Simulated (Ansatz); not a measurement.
**Ge2 (triplet): wave-function methods side by side, aug-cc-pVTZ**

The task here is to estimate one member of a computed series from the others.

Program: Ansatz 0.2.0, Gaussian basis. Level of theory: aug-cc-pVTZ, core rule «outside noble gas», up to 28 orbitals frozen. These are calculated values, not measurements.

To be run: UHF; CCSD(T) on ROHF; CCSD(T) on UHF; BCCD(T) on ROHF; CCSDT(Q) on ROHF; CCSDT(Q) on UHF; CASSCF and MRCISD+Q, 8 electrons in 8 orbitals; CASSCF and NEVPT2, 8 electrons in 8 orbitals.

6 further runs of the same task are left out: 1 that didn't finish, 5 set aside as unsound or not needed.

## What is computed

The geometry is a PBE0/def2-TZVPD stationary point (not a proven minimum) of the parent state, kept for this charge and spin. No spin-orbit coupling is included. The filled d shell of Ge may be among the frozen orbitals whatever the setting's name suggests; the logs give the count.

2 atoms, charge 0, spin multiplicity 3.

Atoms are counted from 1 here; the program's logs count them from 0.

Bond lengths: Ge1–Ge2 2.282 Å.

Coordinates:

```xyz
2
Ge2
Ge    0.0000    0.0000    0.0000
Ge    0.0000    0.0000    2.2818
```

The first run:

File in.yaml:

```yaml
crystal:
  periodic: [false, false, false]
  atoms:
    - {symbol: Ge, position_ang: [0.000000, 0.000000, 0.000000]}
    - {symbol: Ge, position_ang: [0.000000, 0.000000, 2.281800]}
basis:
  gaussian: {orbitals: aug-cc-pVTZ}
magnetization: {spin_polarized: true, initial_magnetization: 2}
hamiltonian: {xc: hf}
output: {orbitals: {seedname: orbitals}}
```

Run with:

```console
$ ansatz run in.yaml --threads 1 --pin off --events-out ev --progress --plain --max-ram 4096MiB --backend cpu
```

Among the steps run: UHF; CCSD(T) on ROHF; CCSD(T) on UHF; BCCD(T) on ROHF; CCSDT(Q) on ROHF; CCSDT(Q) on UHF; CASSCF and MRCISD+Q, 8 electrons in 8 orbitals; CASSCF and NEVPT2, 8 electrons in 8 orbitals.

One of the session's tables, all rows but one given; the rest of the session is left out.

It belongs to the step «Misses and costs». 

```
          method  from RCCSDT(Q) (kJ/mol)
            RMP2                    +88.8
            UMP2                    +96.1
           RCCSD                    +43.2
           UCCSD                    +41.4
        RCCSD(T)                     +7.1
        UCCSD(T)                     +6.4
         BCCD(T)                        ?
          RCCSDT                     +3.8
          UCCSDT                     +2.8
       RCCSDT(Q)                        0
       UCCSDT(Q)                     -0.9
  CASSCF valence                   +362.9
  NEVPT2 valence                    +79.3
  MRCISD valence                    +33.2
MRCISD+Q valence                     +4.9
```

Q: Estimate the row for BCCD(T) from the others.

**Answer.** from RCCSDT(Q) (kJ/mol): +7.3. In the column «from RCCSDT(Q) (kJ/mol)» it lies between RCCSD(T) (+7.1) and MRCISD valence (+33.2).

Left out of the table: ROHF, UHF (another determinant or state than the rows shown).

Limits of these values: Warnings: coupled cluster took another determinant than the lowest. Restricted and unrestricted rows rest on different reference determinants; where their highest levels disagree by more than a few hundredths of an eV, they describe different states and don't form one ladder.
